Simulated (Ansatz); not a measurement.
**Cl3FH4OSi (built from SMILES Cl[SiH](Cl)Cl.F.O): search for a transition state**

Wanted: the transition state of a ligand exchange through a proton shuttle (form Si1–O7, H6–F9, Cl2–H8 and break Si1–Cl2, H6–O7, H8–F9). The guess is relaxed with those distances held, a saddle search follows, and vibrations and two downhill relaxations check it.

The runs use Ansatz 0.2.0, Gaussian basis; PBE0-D4, def2-SVP first, then def2-TZVP.

190 further runs of the same task are left out: 190 set aside as unsound or not needed.

## 1. The system as given

The guess: 10 atoms, charge 0, spin multiplicity 1.

Atoms are counted from 1 here; the program's logs count them from 0.

Bond lengths: Si1–Cl3 1.994 Å, Si1–Cl4 2.095 Å, Si1–H5 1.440 Å, Si1–O7 1.769 Å, Cl2–H8 1.611 Å, H6–O7 1.035 Å, O7–H10 0.968 Å, H8–F9 1.109 Å. Angles: Cl3–Si1–Cl4 101.9°, Cl3–Si1–H5 130.6°, Cl3–Si1–O7 111.2°, Cl4–Si1–H5 98.6°, Cl4–Si1–O7 90.2°, H5–Si1–O7 113.2°, Si1–O7–H6 126.5°, Si1–O7–H10 116.6°, H6–O7–H10 114.7°, Cl2–H8–F9 157.6°.

Geometry (Å):

```xyz
10
charge 0, multiplicity 1
Si   -0.24730    0.89260   -0.73560
Cl    1.23510   -1.15630   -1.23970
Cl   -1.51480    0.19310   -2.10740
Cl   -1.29600    2.54170    0.01810
H     1.04560    1.50900   -0.88340
H     0.05100   -0.80290    1.11220
O    -0.44750    0.05190    0.80810
H     1.17240   -1.82770    0.22300
F     0.86660   -1.95320    1.28130
H    -0.86500    0.55200    1.52340
```

Distances that are to change: Si1–O7 1.77 Å, H6–F9 1.42 Å, Cl2–H8 1.61 Å, Si1–Cl2 2.58 Å, H6–O7 1.04 Å, H8–F9 1.11 Å.

## 2. Constrained relaxation of the guess

The input, hold/in.yaml:

```yaml
crystal:
  periodic: [false, false, false]
  atoms:
    - {symbol: Si, position_ang: [-0.247300, 0.892600, -0.735600]}
    - {symbol: Cl, position_ang: [1.235100, -1.156300, -1.239700]}
    - {symbol: Cl, position_ang: [-1.514800, 0.193100, -2.107400]}
    - {symbol: Cl, position_ang: [-1.296000, 2.541700, 0.018100]}
    - {symbol: H, position_ang: [1.045600, 1.509000, -0.883400]}
    - {symbol: H, position_ang: [0.051000, -0.802900, 1.112200]}
    - {symbol: O, position_ang: [-0.447500, 0.051900, 0.808100]}
    - {symbol: H, position_ang: [1.172400, -1.827700, 0.223000]}
    - {symbol: F, position_ang: [0.866600, -1.953200, 1.281300]}
    - {symbol: H, position_ang: [-0.865000, 0.552000, 1.523400]}
basis:
  gaussian: {orbitals: def2-SVP}
hamiltonian: {xc: pbe0, dispersion: d4}
relax: {f_tol: 0.04, max_steps: 150, escape_saddle: false, constraints: [{distance: [0, 6]}, {distance: [5, 8]}, {distance: [1, 7]}, {distance: [0, 1]}, {distance: [5, 6]}, {distance: [7, 8]}]}
```

Launch:

```bash
ansatz run in.yaml --threads 8 --pin off --events-out ev --progress --plain --max-ram 19148MiB
```

After this run come: A starting Hessian; Saddle search in the small basis; Saddle search in triple zeta; Vibrations at the point found; Relaxing after a step of 0.30 Å one way along the mode; Relaxing after a step of 0.30 Å the other way along the mode.

What does the calculation give? Wanted: imaginary mode; barrier from the start side; barrier from the end side; energy of the step; pairs that change; zero-point energy at the saddle.

As calculated:

| quantity | value |
| --- | --- |
| imaginary mode | 574i cm⁻¹ |
| barrier from the start side | 9.7 kJ/mol |
| barrier from the end side | 67.6 kJ/mol |
| energy of the step | -57.8 kJ/mol |
| pairs that change | Cl2–H8 formed, H6–F9 formed, Si1–Cl2 broken, H6–O7 broken, H8–F9 broken |
| zero-point energy at the saddle | 1.271 eV |

What this shows: The point has a single imaginary mode (574i cm⁻¹), as a transition state must. Going downhill both ways gives the intended start and end. At PBE0-D4/def2-TZVP the electronic barrier is 9.7 kJ/mol, about 4 kT at 298 K, and the step runs 57.8 kJ/mol downhill. A step off the saddle overshot and began above it in energy, so the link to its end is likely but not proven. Lower complexes than these ends may exist.
